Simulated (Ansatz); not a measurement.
A nudged elastic band was laid between two geometries of a periodic cell of 13 atoms, Sn4S8F (host SnS2, host structure P-3m1, interstitial F).

These are results of DFT PBE-D3(BJ), scalar-relativistic, plane waves, PAW (Ansatz 0.2.0), not measurements. Settings: cutoff 420 eV, k mesh 2x2x3, gaussian smearing 0.05 eV, spin collinear.

```yaml
movable_images: 5
climbing_image: yes
spring: 5.0 eV/Å²
optimiser: quadratic models (default)
start_path: IDPP
force_threshold: 0.05 eV/Å
iteration_limit: 37
end_points: relaxed
```

Initial state:

```xyz
13
Lattice="-3.6050 -6.2440 0.0000 5.4075 -3.1220 0.0000 0.0000 0.0000 5.4600" Properties=species:S:1:pos:R:3
Sn -0.071 -6.263 0.062
S 1.735 -5.174 4.119
S -0.044 -4.138 1.483
Sn -1.796 -3.088 -0.027
S -0.045 -2.163 3.841
S 3.799 -3.783 1.377
Sn 1.782 -3.060 0.062
S 3.379 -1.962 3.843
S 1.567 -0.909 1.340
Sn -0.049 0.037 -0.500
S -1.752 -5.091 3.859
S 1.513 -7.687 1.393
F 2.583 -5.711 1.720
```

Final state:

```xyz
13
Lattice="-3.6050 -6.2440 0.0000 5.4075 -3.1220 0.0000 0.0000 0.0000 5.4600" Properties=species:S:1:pos:R:3
Sn 0.005 -6.252 -0.144
S 1.836 -5.189 3.986
S -0.104 -4.266 1.393
Sn -1.836 -3.170 -0.049
S 0.014 -2.093 4.030
S 3.717 -4.230 1.447
Sn 1.802 -3.127 0.166
S 3.604 -2.124 3.987
S 1.836 -0.907 1.395
Sn 0.023 0.046 -0.051
S -1.831 -5.189 3.854
S 1.762 -7.267 1.461
F 1.751 -3.100 2.592
```

Problem. What changes between the two ends?

Solution. The atom that moves furthest is F13, by 2.88 Å; four of its nearest neighbours are Sn4 2.09, S12 2.27, S6 2.31, S2 2.60 Å at the first end and Sn7 2.43, S5 2.47, S3 2.50, S9 2.50 Å at the last.

Problem. What energy profile does the band end with?

Solution. The run converged. The highest image is number 5 of 0 to 6, 0.52 eV above the first end and 0.01 eV above the last; the last end lies 0.51 eV above the first. By the program's own check the climbing image is a first-order saddle point (lowest curvatures found: -0.99 and 0.27 eV/Å²). Limits of this set-up: coarse k mesh, a small cell, in which the defect meets its images, a typed lattice constant that wasn't relaxed here.

```json
{"image": "0", "path coordinate (Å)": "0.00", "energy (eV)": "0.00", "Sn4–F13 (Å)": "2.09"}
{"image": "1", "path coordinate (Å)": "0.71", "energy (eV)": "0.42", "Sn4–F13 (Å)": "2.42"}
{"image": "2", "path coordinate (Å)": "1.43", "energy (eV)": "0.42", "Sn4–F13 (Å)": "3.07"}
{"image": "3", "path coordinate (Å)": "2.13", "energy (eV)": "0.43", "Sn4–F13 (Å)": "3.41"}
{"image": "4", "path coordinate (Å)": "2.84", "energy (eV)": "0.49", "Sn4–F13 (Å)": "3.89"}
{"image": "5", "path coordinate (Å)": "3.54", "energy (eV)": "0.52", "Sn4–F13 (Å)": "4.35"}
{"image": "6", "path coordinate (Å)": "4.12", "energy (eV)": "0.51", "Sn4–F13 (Å)": "4.45"}
```

Problem. What is the geometry of the highest image?

Solution. 
```xyz
13
Lattice="-3.6050 -6.2440 0.0000 5.4075 -3.1220 0.0000 0.0000 0.0000 5.4600" Properties=species:S:1:pos:R:3
Sn -0.010 -6.270 0.070
S 1.725 -5.292 4.002
S -0.092 -4.144 1.403
Sn -1.850 -3.206 -0.111
S -0.027 -2.097 3.901
S 3.643 -4.216 1.347
Sn 1.779 -3.139 -0.058
S 3.616 -2.017 4.001
S 1.713 -1.018 1.403
Sn 0.021 0.035 -0.110
S -1.772 -5.253 3.877
S 1.813 -7.322 1.499
F 2.025 -3.283 2.590
```

The run took 5.9 min on 2 threads of AMD EPYC 9R45 96-Core Processor (Zen 5) (shared host), peak memory 1.7 GiB.
